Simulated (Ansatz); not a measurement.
From input file to script: Cu, space group P6_3/mmc in Ansatz 0.2.0.

```yaml
crystal:
  lattice:
    a: 2.534097
    b: 2.534097
    c: 4.112571
    alpha: 90.0
    beta: 90.0
    gamma: 120.0
  space_group: 194
  atoms:
    - { symbol: Cu, position: [0.3333333333333333, 0.6666666666666666, 0.25] }
basis:
  ecutwfc: 517.016338673772
kpoints:
  mp_grid:
    grid: [12, 12, 7]
hamiltonian:
  xc: pbesol
scf:
  n_extra_bands: 10
  convergence:
    dr2_threshold: 1.0e-10
  occupations:
    method: fermi_dirac
    width: 0.15
output:
  dos:
    de: 0.05
    projected: true
```

Script `cu_pdos.py`:
```python
import ansatz as az
import numpy as np


def main() -> None:
    crystal = (
        az.Lattice.from_parameters(2.534097, 2.534097, 4.112571, alpha=90, beta=90, gamma=120)
        .space_group(194)
        .atom('Cu', (1 / 3, 2 / 3, 0.25))
    )

    model = (
        crystal.calculation()
        .scf(tolerance=1e-10)
        .kpoints(12, 12, 7)
        .functional(az.Functional.PBESOL)
        .occupations(az.OccupationsMethod.FERMI_DIRAC, width=0.15)
        .basis(19 * az.Ha)
        .scf(extra_bands=10)
        .density_of_states(projected=True, energy_step=0.05)
    )
    planned = model.session().plan(threads=1)
    facts = planned.describe()
    print('plan:', facts['n_bands'], 'bands,', len(facts['kpoints_frac']), 'k-points, plane waves', facts['n_pw_range'], 'grid', facts['fft_dense'])
    done = planned.execute()
    data = done.report

    dos = done.density_of_states()
    energy = np.asarray(dos.energies_ev) - dos.fermi_ev
    curves = {}
    for site in done.projected_density_of_states().sites:
        for shell in site.shells:
            weight = sum(np.sum(curve.g_bin_mean_per_ev, axis=0) for curve in shell.curves)
            name = f'{site.species} {shell.label}'
            curves[name] = curves.get(name, 0) + weight

    print('E-EF   ' + ' '.join(f'{name:>8s}' for name in curves))
    for e in np.arange(-10, 4 + 0.1, 1.0):
        print(f'{e:5.1f}  ' + ' '.join(f'{np.interp(e, energy, g):8.3f}' for g in curves.values()))


if __name__ == '__main__':
    main()
```

`python cu_pdos.py` gives:
```text
plan: 29 bands, 76 k-points, plane waves [597, 622] grid [20, 20, 32]
E-EF      Cu 3S    Cu 4S    Cu 3P    Cu 3D
-10.0     0.000    0.000    0.000    0.000
 -9.0     0.001    0.112    0.000    0.000
 -8.0     0.002    0.203    0.001    0.006
 -7.0     0.001    0.248    0.002    0.029
 -6.0     0.001    0.352    0.002    0.144
 -5.0     0.000    0.469    0.003    1.296
 -4.0     0.000    0.070    0.002    3.587
 -3.0     0.000    0.144    0.003    7.154
 -2.0     0.000    0.052    0.000    5.134
 -1.0     0.000    0.217    0.001    0.481
  0.0     0.001    0.256    0.000    0.230
  1.0     0.001    0.204    0.000    0.118
  2.0     0.001    0.178    0.000    0.073
  3.0     0.000    0.103    0.000    0.036
  4.0     0.000    0.035    0.000    0.011
```

The mesh is modest for a metal, so energies can be off by several to tens of meV an atom and pressures by half a GPa or more; differences at equal mesh fare better. This isn't the structure that Cu takes at ambient conditions. Curves are summed over the cell's atoms. Only shells that the potentials hold have channels, so projections don't add up to the total, least of all where a shell is missing (p of most metals); heights and places of peaks move with the mesh. The density of states is complete only as far up as bands were computed. Hardware and time: 3 s on 1 thread of Intel(R) Xeon(R) Processor @ 2.30GHz, on a shared host, peak memory 0.52 GiB.

(Lines on the test bed's own set-up are left out of the output.)
